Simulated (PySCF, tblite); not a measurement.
# C3H9BOSi: a rotation path, then NMR shifts on frames, part 1 of 2

Aim: move C3H9BOSi (`BO[SiH2]C(=C)C`) away from its starting geometry and see how NMR shifts follow the geometry.

Programs: tblite 0.8.0 and PySCF 2.14.0, with density-fitted response routines of our own. Each step states its level of theory. These are calculated values for one molecule in the gas phase, unless marked as measured. Atoms are numbered from 0 throughout.

### Step 1. Starting geometry

15 atoms, charge 0, multiplicity 1; geometry from: GFN2-xTB.

Bonds of the start (Å): B0–O1 1.31, O1–Si2 1.62, Si2–C3 1.89, C3–C4 1.33, C3–C5 1.50, B0–H6 1.18, B0–H7 1.18, Si2–H8 1.47, Si2–H9 1.47, C4–H10 1.08, C4–H11 1.08, C5–H12 1.09, C5–H13 1.09, C5–H14 1.09.

### Step 2. A band between two rotamers with GFN2-xTB

Job settings and geometry (Å):

```
{"job": {"kind": "neb", "xc": "GFN2-xTB", "basis": "xTB", "atoms": [1, 2, 3, 5], "turn": 120}, "charge": 0, "multiplicity": 1}
B      2.888922    -0.975977     0.333376
O      1.788928    -0.419012    -0.111408
Si     0.692057     0.751161    -0.309709
C     -0.969129     0.060247     0.267385
C     -1.105985    -1.156192     0.781034
C     -2.149680     0.969376     0.098628
H      3.653368    -0.359260     0.988808
H      3.097904    -2.104144     0.063426
H      1.028749     1.964931     0.449436
H      0.726717     1.010761    -1.751777
H     -2.062467    -1.544169     1.101324
H     -0.262601    -1.816301     0.900178
H     -2.290690     1.202381    -0.955619
H     -1.979843     1.909853     0.619569
H     -3.060664     0.514335     0.481817
```

Level: GFN2-xTB climbing-image nudged elastic band, gas phase.

Started as:

```console
OMP_NUM_THREADS=1 python probes_run.py task.json out
```

The driver reads the jobs from task.json and runs them one after another.

What it wrote:

```text
image   E - E0 / eV
  0      -0.0000
  1       0.0119
  2       0.0383
  3       0.0641
  4       0.0742
  5       0.0667
  6       0.0510
  7       0.0386
  8       0.0305
```

It took 2.8 s on 1 thread, shared host.

The final band, with the dihedral O1–Si2–C3–C5:

| image | dihedral (°) | energy (eV) | energy (kcal/mol) |
| --- | --- | --- | --- |
| 0 | -177 | 0.000 | 0.0 |
| 1 | -159 | 0.012 | 0.3 |
| 2 | -140 | 0.038 | 0.9 |
| 3 | -121 | 0.064 | 1.5 |
| 4 | -102 | 0.074 | 1.7 |
| 5 | -84 | 0.067 | 1.5 |
| 6 | -65 | 0.051 | 1.2 |
| 7 | -46 | 0.039 | 0.9 |
| 8 | -28 | 0.030 | 0.7 |

### Step 3. Shielding tensors: image 0, PBE0/pcSseg-1

Job settings and geometry (Å):

```
{"job": {"kind": "nmr", "xc": "PBE0", "basis": "pcSseg-1", "pop": false}, "charge": 0, "multiplicity": 1}
B      2.888900    -0.976000     0.333400
O      1.788900    -0.419000    -0.111400
Si     0.692100     0.751200    -0.309700
C     -0.969100     0.060200     0.267400
C     -1.106000    -1.156200     0.781000
C     -2.149700     0.969400     0.098600
H      3.653400    -0.359300     0.988800
H      3.097900    -2.104100     0.063400
H      1.028700     1.964900     0.449400
H      0.726700     1.010800    -1.751800
H     -2.062500    -1.544200     1.101300
H     -0.262600    -1.816300     0.900200
H     -2.290700     1.202400    -0.955600
H     -1.979800     1.909900     0.619600
H     -3.060700     0.514300     0.481800
```

Level: GIAO PBE0/pcSseg-1 NMR shielding, non-relativistic, gas phase.

What it wrote:

```text
coarse grid: 12640 points
cycle   1  E = -508.7692548800  dE =  5.522e-01  |g| = 7.147e-01  |ddm| = 3.358e+00
cycle   2  E = -508.6331319420  dE =  1.361e-01  |g| = 1.110e+00  |ddm| = 1.390e+00
cycle   3  E = -508.8653353790  dE = -2.322e-01  |g| = 1.138e-01  |ddm| = 9.563e-01
cycle   4  E = -508.8678282679  dE = -2.493e-03  |g| = 3.669e-02  |ddm| = 1.149e-01
cycle   5  E = -508.8681688753  dE = -3.406e-04  |g| = 6.055e-03  |ddm| = 3.716e-02
cycle   6  E = -508.8681760437  dE = -7.168e-06  |g| = 3.142e-03  |ddm| = 7.951e-03
final grid: 116320 points
cycle   7  E = -508.9141061696  dE = -2.589e-05  |g| = 1.156e-02  |ddm| = 2.349e-02
cycle   8  E = -508.9140649817  dE =  4.119e-05  |g| = 1.810e-02  |ddm| = 2.162e-02
cycle   9  E = -508.9141352187  dE = -7.024e-05  |g| = 1.691e-03  |ddm| = 1.357e-02
cycle  10  E = -508.9141359310  dE = -7.123e-07  |g| = 2.841e-04  |ddm| = 1.586e-03
cycle  11  E = -508.9141359497  dE = -1.862e-08  |g| = 1.271e-04  |ddm| = 3.797e-04
cycle  12  E = -508.9141359529  dE = -3.238e-09  |g| = 3.739e-05  |ddm| = 1.225e-04
cycle  13  E = -508.9141359532  dE = -3.326e-10  |g| = 5.962e-06  |ddm| = 3.425e-05
converged SCF energy = -508.9141359532

GIAO shielding tensors (ppm)
atom      isotropic    diamagn.    paramagn.     s11        s22        s33       span
  0 B       53.389     193.502    -140.113      6.112     47.945    106.109     99.997
  1 O      140.793     396.441    -255.648    -41.161     67.941    395.599    436.760
  2 Si     383.137     881.322    -498.185    343.219    366.936    439.254     96.035
  3 C       37.635     264.389    -226.754    -74.308     18.248    168.965    243.273
  4 C       51.456     254.085    -202.629    -65.858     65.551    154.674    220.532
  5 C      163.438     246.437     -83.000    150.057    152.989    187.268     37.211
  6 H       26.185      29.909      -3.725     25.478     25.849     27.227      1.750
  7 H       26.133      30.379      -4.246     25.376     25.989     27.035      1.659
  8 H       26.229      29.831      -3.601     23.051     25.293     30.345      7.294
  9 H       26.345      29.864      -3.519     23.013     25.431     30.591      7.577
 10 H       25.380      31.162      -5.782     22.152     25.143     28.844      6.692
 11 H       25.851      33.084      -7.234     23.366     24.127     30.059      6.694
 12 H       29.784      29.038       0.746     25.929     28.154     35.271      9.342
 13 H       29.803      28.970       0.832     25.857     28.400     35.152      9.295
 14 H       29.661      29.167       0.494     26.203     28.308     34.473      8.270
```

Run time: 14 s. Hardware: 1 thread, shared host.

The references, computed at this level on geometries of the same kind, shield at (ppm): 1H TMS 31.72, 13C TMS 186.9, 29Si TMS 349.2, 17O H2O 336.1, 11B BF3·OEt2 100.1. Their shielding less the atom's gives the shift. The references are single molecules in the gas phase, so shifts against H2O, NH3, PH3, H3PO4 or CFCl3 are not on the usual liquid scales and can be off by tens of ppm. Each atom is listed at this fixed geometry, with no averaging over motion; a spectrum would average atoms that exchange fast.

| atoms | environment | σ (ppm) | δ (ppm) |
| --- | --- | --- | --- |
| C3 | fully substituted alkene carbon | 37.6 | 149.3 |
| C4 | terminal =CH2 carbon | 51.5 | 135.5 |
| C5 | allylic methyl carbon | 163.4 | 23.5 |
| H10 | hydrogen on a terminal =CH2 carbon | 25.38 | 6.34 |
| H11 | hydrogen on a terminal =CH2 carbon | 25.85 | 5.87 |
| H7 | hydrogen on a boron bonded to O | 26.13 | 5.58 |
| H6 | hydrogen on a boron bonded to O | 26.18 | 5.53 |
| H8 | hydrogen on a silicon bonded to C, O | 26.23 | 5.49 |
| H9 | hydrogen on a silicon bonded to C, O | 26.34 | 5.37 |
| H14 | hydrogen on an allylic methyl carbon | 29.66 | 2.06 |
| H12 | hydrogen on an allylic methyl carbon | 29.78 | 1.93 |
| H13 | hydrogen on an allylic methyl carbon | 29.80 | 1.91 |
| B0 | boron bonded to O, 2 H | 53.4 | 46.7 |
| O1 | oxygen bonded to B, Si | 140.8 | 195.3 |
| Si2 | silicon bonded to C, O, 2 H | 383.1 | -34.0 |

### Step 4. Shielding tensors: image 2, PBE0/pcSseg-1

Job settings and geometry (Å):

```
{"job": {"kind": "nmr", "xc": "PBE0", "basis": "pcSseg-1", "pop": false}, "charge": 0, "multiplicity": 1}
B      2.833100    -1.069300    -0.000300
O      1.753600    -0.356500    -0.219500
Si     0.727500     0.874200    -0.000900
C     -0.957600     0.110400     0.391400
C     -1.095600    -0.949100     1.179000
C     -2.146500     0.784200    -0.225500
H      3.643300    -0.715400     0.782200
H      2.978700    -2.071500    -0.601600
H      1.165900     1.767200     1.081500
H      0.717300     1.556500    -1.296600
H     -2.057900    -1.388300     1.400300
H     -0.244400    -1.429700     1.633500
H     -2.086300     0.736200    -1.312100
H     -2.159000     1.838100     0.048100
H     -3.076400     0.320800     0.096900
```

Method: GIAO PBE0/pcSseg-1 NMR shielding, non-relativistic, gas phase.

What it wrote:

```text
coarse grid: 12640 points
cycle   1  E = -508.7665287467  dE =  5.502e-01  |g| = 7.177e-01  |ddm| = 3.362e+00
cycle   2  E = -508.6265991862  dE =  1.399e-01  |g| = 1.121e+00  |ddm| = 1.396e+00
cycle   3  E = -508.8634909696  dE = -2.369e-01  |g| = 1.154e-01  |ddm| = 9.643e-01
cycle   4  E = -508.8660752904  dE = -2.584e-03  |g| = 3.653e-02  |ddm| = 1.151e-01
cycle   5  E = -508.8664159494  dE = -3.407e-04  |g| = 4.832e-03  |ddm| = 3.625e-02
cycle   6  E = -508.8664218825  dE = -5.933e-06  |g| = 1.440e-03  |ddm| = 6.734e-03
final grid: 116320 points
cycle   7  E = -508.9119496746  dE = -3.090e-05  |g| = 9.845e-03  |ddm| = 2.215e-02
cycle   8  E = -508.9119320355  dE =  1.764e-05  |g| = 1.395e-02  |ddm| = 1.625e-02
cycle   9  E = -508.9119699818  dE = -3.795e-05  |g| = 1.485e-03  |ddm| = 9.944e-03
cycle  10  E = -508.9119704510  dE = -4.692e-07  |g| = 2.207e-04  |ddm| = 1.373e-03
cycle  11  E = -508.9119704619  dE = -1.091e-08  |g| = 5.346e-05  |ddm| = 2.492e-04
cycle  12  E = -508.9119704625  dE = -5.755e-10  |g| = 2.830e-05  |ddm| = 8.409e-05
converged SCF energy = -508.9119704625

GIAO shielding tensors (ppm)
atom      isotropic    diamagn.    paramagn.     s11        s22        s33       span
  0 B       53.499     193.384    -139.885      6.006     47.754    106.737    100.731
  1 O      135.325     396.470    -261.146    -44.698     57.745    392.927    437.625
  2 Si     382.570     881.220    -498.650    349.710    367.945    430.054     80.344
  3 C       35.617     264.720    -229.103    -78.634     12.806    172.680    251.314
  4 C       52.103     254.039    -201.936    -67.427     68.847    154.888    222.315
  5 C      160.276     246.167     -85.891    145.329    151.382    184.117     38.788
  6 H       26.165      29.887      -3.722     25.503     25.872     27.121      1.618
  7 H       26.220      30.505      -4.285     25.544     26.014     27.103      1.559
  8 H       26.186      29.499      -3.313     23.501     24.588     30.470      6.968
  9 H       26.473      30.002      -3.529     23.168     25.738     30.513      7.345
 10 H       25.362      31.178      -5.816     22.097     25.197     28.793      6.696
 11 H       26.045      32.931      -6.887     22.941     24.712     30.480      7.539
 12 H       29.513      29.548      -0.035     25.793     27.967     34.780      8.987
 13 H       29.815      28.649       1.166     26.025     28.344     35.076      9.051
 14 H       29.719      29.317       0.402     26.315     28.352     34.491      8.176
```

Run time: 13 s. Hardware: 1 thread, shared host.

This run: δ C3 151.3, C4 134.8, C5 26.6, B0 46.6, H10 6.35, H11 5.67 ppm.

(Continued in part 2 of 2.)
